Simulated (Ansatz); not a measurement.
**CH₃BO₂ (SMILES OB=CO): one structure at several levels**

The task here is to estimate one member of a computed series from the others.

The runs use Ansatz 0.2.0, Gaussian basis; single points in def2-TZVPP.

Cores are frozen in the correlated methods.

## The starting structure

SMILES `OB=CO`, 7 atoms, charge 0, spin multiplicity 1.

Atoms are counted from 1 here; the program's logs count them from 0.

Bond lengths: O1–B2 1.330 Å, O1–H5 1.019 Å, B2–C3 1.401 Å, C3–O4 1.368 Å, C3–H6 1.117 Å, O4–H7 0.964 Å. Angles: B2–O1–H5 129.4°, O1–B2–C3 173.6°, B2–C3–O4 135.0°, B2–C3–H6 117.1°, O4–C3–H6 107.8°, C3–O4–H7 109.4°.

Geometry (Å):

```mol
CH3BO2
  3D, bonds by distance, orders not assigned

  7  6  0  0  0  0  0  0  0  0999 V2000
   -1.0764    1.3759   -0.8937 O   0  0
   -0.3970    0.5519   -0.1017 B   0  0
    0.4302   -0.3156    0.6232 C   0  0
    0.6245   -1.6692    0.6501 O   0  0
   -0.7650    1.8765   -1.7250 H   0  0
    1.0511    0.1339    1.4350 H   0  0
    0.0716   -2.0857   -0.0213 H   0  0
  1  2  8  0
  1  5  8  0
  2  3  8  0
  3  4  8  0
  3  6  8  0
  4  7  8  0
M  END
```

Set-up of the first run:

run/in.yaml

```yaml
crystal:
  periodic: [false, false, false]
  atoms:
    - {symbol: O, position_ang: [-1.076400, 1.375900, -0.893700]}
    - {symbol: B, position_ang: [-0.397000, 0.551900, -0.101700]}
    - {symbol: C, position_ang: [0.430200, -0.315600, 0.623200]}
    - {symbol: O, position_ang: [0.624500, -1.669200, 0.650100]}
    - {symbol: H, position_ang: [-0.765000, 1.876500, -1.725000]}
    - {symbol: H, position_ang: [1.051100, 0.133900, 1.435000]}
    - {symbol: H, position_ang: [0.071600, -2.085700, -0.021300]}
basis:
  gaussian: {orbitals: def2-TZVPP}
correlation: {method: ccsd_t}
output: {forces: true}
```

The command line of these runs was not kept.

Among the steps run: CCSD(T)/def2-TZVPP; PBE0-D4/def2-TZVPP; wB97M-V/def2-TZVPP; r2SCAN-D4/def2-TZVPP; PBE-D4/def2-TZVPP; r2SCANh-D4/def2-TZVPP; wB97X-V/def2-TZVPP.

One table of the session follows, with a row left open; its other results are not shown here.

```
    method  RMS force component (eV/Å)  angle to CCSD(T) forces (°)  dipole (D)
   CCSD(T)                       0.983                    reference        3.27
   PBE0-D4                       0.874                         11.0        3.22
   wB97M-V                       0.931                          9.4        3.35
 r2SCAN-D4                       0.849                          6.8        3.15
    PBE-D4                           ?                            ?           ?
r2SCANh-D4                       0.889                          9.4        3.21
   wB97X-V                       0.943                          7.8        3.35
```

Q: Estimate the row for PBE-D4 from the others.

The run gave: RMS force component (eV/Å): 0.745; angle to CCSD(T) forces (°): 11.9; dipole (D): 3.04. In the column «RMS force component (eV/Å)» it is the lowest.
